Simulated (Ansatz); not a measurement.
# B₂FH₅Sn: one molecule under many settings

Aim: run B₂FH₅Sn under a spread of inputs, and see what each costs and gives.

Method: the settings change from run to run; program: Ansatz 0.2.0, Gaussian basis.

## (1) The geometry

The geometry comes from an earlier relaxation with PBE0-D4 in a triple-zeta def2 set; it is a stationary point, not always the lowest conformer. Sn takes a core potential in def2 sets; no spin-orbit term is included.

SMILES `[BH2][SnH2][BH]F`, 9 atoms, charge 0, spin multiplicity 1.

Atoms are counted from 1 here; the program's logs count them from 0.

Bond lengths: B1–Sn2 2.238 Å, B1–H5 1.194 Å, B1–H6 1.194 Å, Sn2–B3 2.277 Å, Sn2–H7 1.712 Å, Sn2–H8 1.711 Å, B3–F4 1.317 Å, B3–H9 1.202 Å. Angles: Sn2–B1–H5 120.6°, Sn2–B1–H6 120.7°, H5–B1–H6 118.7°, B1–Sn2–B3 109.5°, B1–Sn2–H7 111.1°, B1–Sn2–H8 111.6°, B3–Sn2–H7 107.6°, B3–Sn2–H8 109.3°, H7–Sn2–H8 107.6°, Sn2–B3–F4 119.5°, Sn2–B3–H9 123.9°, F4–B3–H9 116.7°.

## (2) PBE/def2-mTZVP

Options: D4 dispersion.

The input, in.yaml:

```yaml
crystal:
  periodic: [false, false, false]
  atoms:
    - {symbol: B, position_ang: [-0.981904, 1.640077, 0.017035]}
    - {symbol: Sn, position_ang: [0.696171, 0.213155, -0.379378]}
    - {symbol: B, position_ang: [0.166670, -1.835828, 0.460802]}
    - {symbol: F, position_ang: [-0.471694, -2.702168, -0.298986]}
    - {symbol: H, position_ang: [-1.851910, 1.794579, -0.785873]}
    - {symbol: H, position_ang: [-1.049118, 2.227725, 1.054338]}
    - {symbol: H, position_ang: [2.138242, 0.730189, 0.385635]}
    - {symbol: H, position_ang: [1.021956, 0.071523, -2.053297]}
    - {symbol: H, position_ang: [0.419988, -2.185554, 1.582621]}
basis:
  gaussian: {orbitals: def2-mTZVP}
hamiltonian: {xc: {name: PBE}, dispersion: d4}
output: {forces: true}
```

Launch:

```bash
$ ansatz run in.yaml --threads 2 --pin off --events-out ev --progress --plain --max-ram 4352MiB
```

The log of the run, shortened:

```text
Functional definition: PBE
  name "PBE"
  cite "Perdew, Burke & Ernzerhof, Phys. Rev. Lett. 77, 3865 (1996) doi:10.1103/PhysRevLett.77.3865"
  parent pbe
[...]
1088 factors; their error is unknown
[...]
mean field -9977.64923912 eV, -366.6718464441 hartree, gradient 7.7e-5 eV, S^2 0.000000; 0 other end points of the search recorded, 0 dependent functions left out
[...]
reference -9977.64929825 eV, -366.6718486170 hartree; 23, 23 occupied and 85, 85 virtual orbitals, 1088 factors
Total energy: -9977.80407282 eV, -366.6775364777 hartree
Atom 0 at    -0.981904     1.640077     0.017035 Å, force     0.040585    -0.009537    -0.011802 eV/Å
Atom 1 at     0.696171     0.213155    -0.379378 Å, force    -0.182623     0.064854     0.078807 eV/Å
Atom 2 at     0.166670    -1.835828     0.460802 Å, force     0.247293     0.293292     0.286960 eV/Å
Atom 3 at    -0.471694    -2.702168    -0.298986 Å, force    -0.307600    -0.412816    -0.367182 eV/Å
Atom 4 at    -1.851910     1.794579    -0.785873 Å, force    -0.087919     0.001332    -0.087557 eV/Å
Atom 5 at    -1.049118     2.227725     1.054338 Å, force    -0.000625     0.048947     0.112104 eV/Å
Atom 6 at     2.138242     0.730189     0.385635 Å, force     0.212818     0.061814     0.119707 eV/Å
Atom 7 at     1.021956     0.071523    -2.053297 Å, force     0.045962    -0.036854    -0.249351 eV/Å
Atom 8 at     0.419988    -2.185554     1.582621 Å, force     0.032108    -0.011032     0.118315 eV/Å
Dipole moment:    -0.052262     0.020941     0.122780 e Å
```

Run time: 1.5 s. Hardware: 2 threads of Arm Neoverse V2, shared host.

Largest force 0.632 eV/Å, dipole 0.65 D.

## (3) RPBE/def2-TZVPP

Set apart from the defaults: D3(BJ) dispersion, high accuracy.

in.yaml: that of step 2 with these lines changed.

```diff
@@ -13,4 +13,5 @@
 basis:
-  gaussian: {orbitals: def2-mTZVP}
-hamiltonian: {xc: {name: PBE}, dispersion: d4}
+  gaussian: {orbitals: def2-TZVPP}
+hamiltonian: {xc: {name: RPBE}, dispersion: d3bj}
+accuracy: high
 output: {forces: true}
```

Launched as before.

The log of the run, shortened:

```text
Functional definition: RPBE
  name "RPBE"
  cite "Hammer, Hansen & Nørskov, Phys. Rev. B 59, 7413 (1999) doi:10.1103/PhysRevB.59.7413"
  cite "Perdew, Burke & Ernzerhof, Phys. Rev. Lett. 77, 3865 (1996) doi:10.1103/PhysRevLett.77.3865"
[...]
3810 factors; integrals over basis functions are off by at most 2.7e-8 eV
[...]
mean field -9984.88738711 eV, -366.9378434764 hartree, gradient 2.3e-8 eV, S^2 0.000000; 0 other end points of the search recorded, 0 dependent functions left out
[...]
reference -9984.88739234 eV, -366.9378436688 hartree; 23, 23 occupied and 190, 190 virtual orbitals, 3810 factors
Total energy: -9985.94457821 eV, -366.9766945327 hartree
Atom 0 at    -0.981904     1.640077     0.017035 Å, force     0.077383    -0.033669    -0.022765 eV/Å
Atom 1 at     0.696171     0.213155    -0.379378 Å, force    -0.209822     0.044255     0.096540 eV/Å
Atom 2 at     0.166670    -1.835828     0.460802 Å, force     0.318292     0.433535     0.324623 eV/Å
Atom 3 at    -0.471694    -2.702168    -0.298986 Å, force    -0.384278    -0.496121    -0.480100 eV/Å
Atom 4 at    -1.851910     1.794579    -0.785873 Å, force    -0.092864    -0.015651    -0.117870 eV/Å
Atom 5 at    -1.049118     2.227725     1.054338 Å, force     0.020313     0.045521     0.140526 eV/Å
Atom 6 at     2.138242     0.730189     0.385635 Å, force     0.181059     0.053268     0.104271 eV/Å
Atom 7 at     1.021956     0.071523    -2.053297 Å, force     0.036635    -0.031517    -0.214532 eV/Å
Atom 8 at     0.419988    -2.185554     1.582621 Å, force     0.053281     0.000378     0.169307 eV/Å
Dipole moment:    -0.059807     0.009290     0.119407 e Å
```

It took 16 s on 2 threads of Arm Neoverse V2, shared host; peak memory 1.1 GiB.

Largest force 0.790 eV/Å, dipole 0.64 D.

## (4) RPBE/def2-SVPD

Options: coordinates scaled by 1.12.

The input, in.yaml:

```yaml
crystal:
  periodic: [false, false, false]
  atoms:
    - {symbol: B, position_ang: [-1.099733, 1.836886, 0.019079]}
    - {symbol: Sn, position_ang: [0.779712, 0.238734, -0.424903]}
    - {symbol: B, position_ang: [0.186671, -2.056127, 0.516098]}
    - {symbol: F, position_ang: [-0.528297, -3.026428, -0.334864]}
    - {symbol: H, position_ang: [-2.074140, 2.009929, -0.880177]}
    - {symbol: H, position_ang: [-1.175012, 2.495052, 1.180859]}
    - {symbol: H, position_ang: [2.394831, 0.817812, 0.431911]}
    - {symbol: H, position_ang: [1.144591, 0.080106, -2.299692]}
    - {symbol: H, position_ang: [0.470386, -2.447821, 1.772536]}
basis:
  gaussian: {orbitals: def2-SVPD}
hamiltonian: {xc: {name: RPBE}}
output: {forces: true}
```

Same command.

The log of the run, shortened:

```text
Functional definition: RPBE
  name "RPBE"
  cite "Hammer, Hansen & Nørskov, Phys. Rev. B 59, 7413 (1999) doi:10.1103/PhysRevB.59.7413"
  cite "Perdew, Burke & Ernzerhof, Phys. Rev. Lett. 77, 3865 (1996) doi:10.1103/PhysRevLett.77.3865"
[...]
1176 factors; their error is unknown
[...]
mean field -9978.64940677 eV, -366.7086019273 hartree, gradient 1.3e-5 eV, S^2 0.000000; 0 other end points of the search recorded, 0 dependent functions left out
[...]
reference -9978.64946452 eV, -366.7086040497 hartree; 23, 23 occupied and 112, 112 virtual orbitals, 1176 factors
Total energy: -9978.64946452 eV, -366.7086040497 hartree
Atom 0 at    -1.099733     1.836886     0.019079 Å, force    -0.643370     0.436500     0.175865 eV/Å
Atom 1 at     0.779712     0.238734    -0.424903 Å, force     0.091625    -0.044564    -0.094528 eV/Å
Atom 2 at     0.186671    -2.056127     0.516098 Å, force    -0.836801    -1.540888    -0.545350 eV/Å
Atom 3 at    -0.528297    -3.026428    -0.334864 Å, force     1.723401     2.336697     2.079590 eV/Å
Atom 4 at    -2.074140     2.009929    -0.880177 Å, force     1.551072    -0.301910     1.364097 eV/Å
Atom 5 at    -1.175012     2.495052     1.180859 Å, force     0.169514    -1.044206    -1.794404 eV/Å
Atom 6 at     2.394831     0.817812     0.431911 Å, force    -1.260723    -0.465145    -0.659962 eV/Å
Atom 7 at     1.144591     0.080106    -2.299692 Å, force    -0.284287     0.126678     1.476253 eV/Å
Atom 8 at     0.470386    -2.447821     1.772536 Å, force    -0.510431     0.496840    -2.001561 eV/Å
Dipole moment:    -0.038479     0.194029     0.181270 e Å
```

It took 1.9 s on 2 threads of Arm Neoverse V2, shared host.

Largest force 3.571 eV/Å, dipole 1.29 D.

## (5) r2SCANh/def2-SVPD

Set apart from the defaults: charge +1, multiplicity 2, restricted open-shell orbitals.

The input, in.yaml:

```yaml
crystal:
  periodic: [false, false, false]
  atoms:
    - {symbol: B, position_ang: [-0.981904, 1.640077, 0.017035]}
    - {symbol: Sn, position_ang: [0.696171, 0.213155, -0.379378]}
    - {symbol: B, position_ang: [0.166670, -1.835828, 0.460802]}
    - {symbol: F, position_ang: [-0.471694, -2.702168, -0.298986]}
    - {symbol: H, position_ang: [-1.851910, 1.794579, -0.785873]}
    - {symbol: H, position_ang: [-1.049118, 2.227725, 1.054338]}
    - {symbol: H, position_ang: [2.138242, 0.730189, 0.385635]}
    - {symbol: H, position_ang: [1.021956, 0.071523, -2.053297]}
    - {symbol: H, position_ang: [0.419988, -2.185554, 1.582621]}
basis:
  gaussian: {orbitals: def2-SVPD}
total_charge: 1
magnetization: {spin_polarized: false, initial_magnetization: 1}
hamiltonian: {xc: {name: r2SCANh}}
output: {forces: true}
```

Launched as before.

The log of the run, shortened:

```text
Functional definition: r2SCANh
  name "r2SCANh"
  cite "Bursch, Neugebauer, Ehlert & Grimme, J. Chem. Phys. 156, 134105 (2022) doi:10.1063/5.0086040"
  cite "Furness, Kaplan, Ning, Perdew & Sun, J. Phys. Chem. Lett. 11, 8208 (2020) doi:10.1021/acs.jpclett.0c02405"
  cite "Furness, Kaplan, Ning, Perdew & Sun, J. Phys. Chem. Lett. 11, 9248 (2020) doi:10.1021/acs.jpclett.0c03077"
  parent r2scan
[...]
1176 factors; their error is unknown
[...]
mean field -9968.36033359 eV, -366.3304854621 hartree, gradient 4.2e-5 eV, S^2 0.750000; 6 other end points of the search recorded, 0 dependent functions left out
[...]
reference -9968.36034946 eV, -366.3304860455 hartree; 23, 22 occupied and 112, 113 virtual orbitals, 1176 factors
Total energy: -9968.36034946 eV, -366.3304860455 hartree
Atom 0 at    -0.981904     1.640077     0.017035 Å, force    -1.779775     0.490918     0.761103 eV/Å
Atom 1 at     0.696171     0.213155    -0.379378 Å, force     1.744223     0.815161    -0.980447 eV/Å
Atom 2 at     0.166670    -1.835828     0.460802 Å, force    -1.977942    -2.657196    -0.452948 eV/Å
Atom 3 at    -0.471694    -2.702168    -0.298986 Å, force     0.912013     1.454766     0.521627 eV/Å
Atom 4 at    -1.851910     1.794579    -0.785873 Å, force     0.280976    -0.235290    -0.548624 eV/Å
Atom 5 at    -1.049118     2.227725     1.054338 Å, force     0.579134    -0.060324     0.201780 eV/Å
Atom 6 at     2.138242     0.730189     0.385635 Å, force    -0.155256    -0.114824     0.038073 eV/Å
Atom 7 at     1.021956     0.071523    -2.053297 Å, force    -0.090210    -0.180407     0.136586 eV/Å
Atom 8 at     0.419988    -2.185554     1.582621 Å, force     0.486837     0.487196     0.322850 eV/Å
Dipole moment:    -0.275996     0.105271     0.374041 e Å
```

It took 15 s on 2 threads of Arm Neoverse V2, shared host; peak memory 0.48 GiB.

Largest force 3.343 eV/Å.

## (6) wB97X/STO-3G

This run has multiplicity 3, atoms shaken by 0.03 Å, finite nuclei, relativity set to none.

The input, in.yaml:

```yaml
crystal:
  periodic: [false, false, false]
  atoms:
    - {symbol: B, position_ang: [-0.951552, 1.630084, -0.006425]}
    - {symbol: Sn, position_ang: [0.761561, 0.210356, -0.369373]}
    - {symbol: B, position_ang: [0.151902, -1.810124, 0.448785]}
    - {symbol: F, position_ang: [-0.448856, -2.719589, -0.245379]}
    - {symbol: H, position_ang: [-1.859858, 1.826555, -0.779869]}
    - {symbol: H, position_ang: [-1.013876, 2.227734, 1.072527]}
    - {symbol: H, position_ang: [2.094373, 0.741348, 0.335418]}
    - {symbol: H, position_ang: [1.003288, 0.065291, -2.026431]}
    - {symbol: H, position_ang: [0.428284, -2.182749, 1.600244]}
basis:
  gaussian: {orbitals: STO-3G, nuclear_model: gaussian}
magnetization: {spin_polarized: true, initial_magnetization: 2}
hamiltonian: {xc: {name: wB97X}, pseudopotentials: {relativity: none}}
output: {forces: true}
```

The command is unchanged.

The log of the run, shortened:

```text
Functional definition: wB97X
  name "wB97X"
  cite "Chai & Head-Gordon, J. Chem. Phys. 128, 084106 (2008) doi:10.1063/1.2834918"
  cite "Becke, J. Chem. Phys. 107, 8554 (1997) doi:10.1063/1.475007"
[...]
  # The coefficients of nought are those of the uniform gas.
[...]
      + exact_x_lr(omega)
[...]
      + integral(e_c_pw_opposite_spin*poly(b97_u_opposite, 1, cos1, cos2, cos3, cos4))
634 factors; integrals over basis functions are off by at most 7.3e-5 eV
159 factors; integrals over basis functions are off by at most 2.1e-6 eV
[...]
mean field -166418.18258696 eV, -6115.7554077752 hartree, gradient 2.1e-5 eV, S^2 2.007695; 0 other end points of the search recorded, 0 dependent functions left out
[...]
reference -166418.18256665 eV, -6115.7554070286 hartree; 38, 36 occupied and 9, 11 virtual orbitals, 634 factors
Total energy: -166418.18256665 eV, -6115.7554070286 hartree
Atom 0 at    -0.951552     1.630084    -0.006425 Å, force    -2.041753     1.881729     0.969081 eV/Å
Atom 1 at     0.761561     0.210356    -0.369373 Å, force    -0.823022    -0.406952    -0.687532 eV/Å
Atom 2 at     0.151902    -1.810124     0.448785 Å, force     0.809114     0.168813     1.954131 eV/Å
Atom 3 at    -0.448856    -2.719589    -0.245379 Å, force    -0.581589    -0.499239    -0.809682 eV/Å
Atom 4 at    -1.859858     1.826555    -0.779869 Å, force     1.519200    -1.066803    -0.032755 eV/Å
Atom 5 at    -1.013876     2.227734     1.072527 Å, force     1.258869    -1.433538    -1.143864 eV/Å
Atom 6 at     2.094373     0.741348     0.335418 Å, force     0.259033     0.289161     0.242424 eV/Å
Atom 7 at     1.003288     0.065291    -2.026431 Å, force    -0.198853     0.284419     0.737809 eV/Å
Atom 8 at     0.428284    -2.182749     1.600244 Å, force    -0.200999     0.782409    -1.229612 eV/Å
Dipole moment:     0.467351    -0.543940    -0.123084 e Å
```

Run time: 4.8 s. Hardware: 2 threads of Arm Neoverse V2, shared host; peak memory 0.28 GiB.

Largest force 2.941 eV/Å, dipole 3.49 D, ⟨S²⟩ 2.008.

## (7) PBEsol/def2-TZVPP

This run has coordinates scaled by 1.12, D4 dispersion, high accuracy.

The input, in.yaml:

```yaml
crystal:
  periodic: [false, false, false]
  atoms:
    - {symbol: B, position_ang: [-1.099733, 1.836886, 0.019079]}
    - {symbol: Sn, position_ang: [0.779712, 0.238734, -0.424903]}
    - {symbol: B, position_ang: [0.186671, -2.056127, 0.516098]}
    - {symbol: F, position_ang: [-0.528297, -3.026428, -0.334864]}
    - {symbol: H, position_ang: [-2.074140, 2.009929, -0.880177]}
    - {symbol: H, position_ang: [-1.175012, 2.495052, 1.180859]}
    - {symbol: H, position_ang: [2.394831, 0.817812, 0.431911]}
    - {symbol: H, position_ang: [1.144591, 0.080106, -2.299692]}
    - {symbol: H, position_ang: [0.470386, -2.447821, 1.772536]}
basis:
  gaussian: {orbitals: def2-TZVPP}
hamiltonian: {xc: {name: PBEsol}, dispersion: d4}
accuracy: high
```

The command is unchanged.

The log of the run:

```text
Functional definition: PBEsol
  name "PBEsol"
  cite "Perdew et al., Phys. Rev. Lett. 100, 136406 (2008) doi:10.1103/PhysRevLett.100.136406"
  cite "Perdew, Burke & Ernzerhof, Phys. Rev. Lett. 77, 3865 (1996) doi:10.1103/PhysRevLett.77.3865"
  parent pbesol
  exchange = pbesol_x
  correlation = pbesol_c
3812 factors; integrals over basis functions are off by at most 2.5e-8 eV
mean field evaluation 1: about -9951.6370 eV, gradient 3.2e1 eV
mean field evaluation 2: about -9946.2785 eV, gradient 6.7e1 eV
mean field evaluation 4: about -9953.9422 eV, gradient 4.7e0 eV
mean field evaluation 8: about -9954.0014 eV, gradient 2.1e-1 eV
mean field evaluation 16: about -9954.0016 eV, gradient 7.4e-5 eV
mean field -9954.00157639 eV, -365.8028108679 hartree, gradient 9.3e-8 eV, S^2 0.000000; 0 other end points of the search recorded, 0 dependent functions left out
reference -9954.00158185 eV, -365.8028110683 hartree; 23, 23 occupied and 190, 190 virtual orbitals, 3812 factors
Total energy: -9954.05956445 eV, -365.8049418895 hartree
```

It took 12 s on 2 threads of Arm Neoverse V2, shared host; peak memory 1 GiB.

## (8) CAM-B3LYP/x2c-TZVPPall

Set apart from the defaults: finite nuclei.

The input, in.yaml:

```yaml
crystal:
  periodic: [false, false, false]
  atoms:
    - {symbol: B, position_ang: [-0.981904, 1.640077, 0.017035]}
    - {symbol: Sn, position_ang: [0.696171, 0.213155, -0.379378]}
    - {symbol: B, position_ang: [0.166670, -1.835828, 0.460802]}
    - {symbol: F, position_ang: [-0.471694, -2.702168, -0.298986]}
    - {symbol: H, position_ang: [-1.851910, 1.794579, -0.785873]}
    - {symbol: H, position_ang: [-1.049118, 2.227725, 1.054338]}
    - {symbol: H, position_ang: [2.138242, 0.730189, 0.385635]}
    - {symbol: H, position_ang: [1.021956, 0.071523, -2.053297]}
    - {symbol: H, position_ang: [0.419988, -2.185554, 1.582621]}
basis:
  gaussian: {orbitals: x2c-TZVPPall, nuclear_model: gaussian}
hamiltonian: {xc: {name: CAM-B3LYP}}
```

Launched as before.

The log of the run, shortened:

```text
Functional definition: CAM-B3LYP
  name "CAM-B3LYP"
  cite "Yanai, Tew & Handy, Chem. Phys. Lett. 393, 51 (2004) doi:10.1016/j.cplett.2004.06.011"
  cite "Iikura, Tsuneda, Yanai & Hirao, J. Chem. Phys. 115, 3540 (2001) doi:10.1063/1.1383587"
  cite "Becke, Phys. Rev. A 38, 3098 (1988) doi:10.1103/PhysRevA.38.3098"
  cite "Lee, Yang & Parr, Phys. Rev. B 37, 785 (1988) doi:10.1103/PhysRevB.37.785"
  cite "Vosko, Wilk & Nusair, Can. J. Phys. 58, 1200 (1980) doi:10.1139/p80-159"
[...]
  # Exact exchange under (alpha + beta erf(omega r))/r, Becke's under what is left of 1/r.
[...]
1432 factors; their error is unknown
318 factors; integrals over basis functions are off by at most 1.6e-5 eV
[...]
mean field -172233.53065933 eV, -6329.4655076502 hartree, gradient 3.1e-5 eV, S^2 0.000000; 0 other end points of the search recorded, 0 dependent functions left out
reference -172233.53080287 eV, -6329.4655129254 hartree; 37, 37 occupied and 186, 186 virtual orbitals, 1432 factors
Total energy: -172233.53080287 eV, -6329.4655129254 hartree
Relativity: scalar
```

Wall time 4.5 s (2 threads of Arm Neoverse V2, shared host); peak memory 0.52 GiB.

## (9) wB97/def2-SVPD

in.yaml: that of step 8 with these lines changed.

```diff
@@ -13,3 +13,3 @@
 basis:
-  gaussian: {orbitals: x2c-TZVPPall, nuclear_model: gaussian}
-hamiltonian: {xc: {name: CAM-B3LYP}}
+  gaussian: {orbitals: def2-SVPD}
+hamiltonian: {xc: {name: wB97}}
```

The command is unchanged.

The log of the run, shortened:

```text
Functional definition: wB97
  name "wB97"
  cite "Chai & Head-Gordon, J. Chem. Phys. 128, 084106 (2008) doi:10.1063/1.2834918"
  cite "Becke, J. Chem. Phys. 107, 8554 (1997) doi:10.1063/1.475007"
[...]
  # The coefficients of nought are those of the uniform gas.
[...]
      + integral(e_c_pw_opposite_spin*poly(b97_u_opposite, 1, cos1, cos2, cos3, cos4))
1176 factors; their error is unknown
617 factors; integrals over basis functions are off by at most 2.8e-5 eV
[...]
mean field -9978.76311740 eV, -366.7127807159 hartree, gradient 4.2e-5 eV, S^2 0.000000; 0 other end points of the search recorded, 0 dependent functions left out
reference -9978.76310361 eV, -366.7127802089 hartree; 23, 23 occupied and 112, 112 virtual orbitals, 1176 factors
Total energy: -9978.76310361 eV, -366.7127802089 hartree
```

It took 4.8 s on 2 threads of Arm Neoverse V2, shared host; peak memory 0.29 GiB.

## (10) CAM-B3LYP/def2-TZVPP

Options: unrestricted orbitals, D3(BJ) with three-body dispersion.

in.yaml: that of step 9 with these lines changed.

```diff
@@ -13,3 +13,4 @@
 basis:
-  gaussian: {orbitals: def2-SVPD}
-hamiltonian: {xc: {name: wB97}}
+  gaussian: {orbitals: def2-TZVPP}
+magnetization: {spin_polarized: true, initial_magnetization: 0}
+hamiltonian: {xc: {name: CAM-B3LYP}, dispersion: d3bjatm}
```

Launched as before.

The log of the run, shortened:

```text
Functional definition: CAM-B3LYP
  name "CAM-B3LYP"
  cite "Yanai, Tew & Handy, Chem. Phys. Lett. 393, 51 (2004) doi:10.1016/j.cplett.2004.06.011"
  cite "Iikura, Tsuneda, Yanai & Hirao, J. Chem. Phys. 115, 3540 (2001) doi:10.1063/1.1383587"
  cite "Becke, Phys. Rev. A 38, 3098 (1988) doi:10.1103/PhysRevA.38.3098"
  cite "Lee, Yang & Parr, Phys. Rev. B 37, 785 (1988) doi:10.1103/PhysRevB.37.785"
  cite "Vosko, Wilk & Nusair, Can. J. Phys. 58, 1200 (1980) doi:10.1139/p80-159"
[...]
  # Exact exchange under (alpha + beta erf(omega r))/r, Becke's under what is left of 1/r.
[...]
1221 factors; their error is unknown
321 factors; integrals over basis functions are off by at most 1.5e-5 eV
[...]
mean field -9981.30721711 eV, -366.8062746557 hartree, gradient 4.6e-5 eV, S^2 0.000000; 0 other end points of the search recorded, 0 dependent functions left out
reference -9981.30737273 eV, -366.8062803747 hartree; 23, 23 occupied and 190, 190 virtual orbitals, 1221 factors
Total energy: -9981.44715809 eV, -366.8114173918 hartree
```

It took 6.5 s on 2 threads of Arm Neoverse V2, shared host; peak memory 0.68 GiB.

⟨S²⟩ 0.000.

## (11) The runs in one table

```csv
level,charge,multiplicity,geometry,functions,energy (eV),time
PBE/def2-mTZVP,0,1,relaxed,108,-9977.804,1.5 s
RPBE/def2-TZVPP,0,1,relaxed,213,-9985.945,16 s
RPBE/def2-SVPD,0,1,scaled,135,-9978.649,1.9 s
r2SCANh/def2-SVPD,1,2,relaxed,135,-9968.360,15 s
wB97X/STO-3G,0,3,shaken,47,-166418.183,4.8 s
PBEsol/def2-TZVPP,0,1,scaled,213,-9954.060,12 s
CAM-B3LYP/x2c-TZVPPall,0,1,relaxed,223,-172233.531,4.5 s
wB97/def2-SVPD,0,1,relaxed,135,-9978.763,4.8 s
CAM-B3LYP/def2-TZVPP,0,1,relaxed,213,-9981.447,6.5 s
```

## (12) Outcome

| quantity | value |
| --- | --- |
| runs | 9 |
| quickest | PBE/def2-mTZVP, 1.5 s |
| slowest | RPBE/def2-TZVPP, 16 s |
| spread of total energies, same state and geometry | 162255.7 eV |
| dipole, same state and geometry | 0.64 to 0.65 D |

RPBE/def2-TZVPP took 11 times as long as PBE/def2-mTZVP. The jobs differ in tasks and options as well as level. The totals spread over 162256 eV; they can't be compared across methods or bases. Some of these runs are scalar-relativistic and others not, which shifts the totals of all-electron atoms past neon by eV; core potentials, where a basis has them, take the core out of the total altogether. At the PBE0-D4/def2-TZVP geometry and in the same state, runs without warnings or point charges leave forces up to 0.79 eV/Å (RPBE/def2-TZVPP), against 3.6 eV/Å where the atoms were moved.
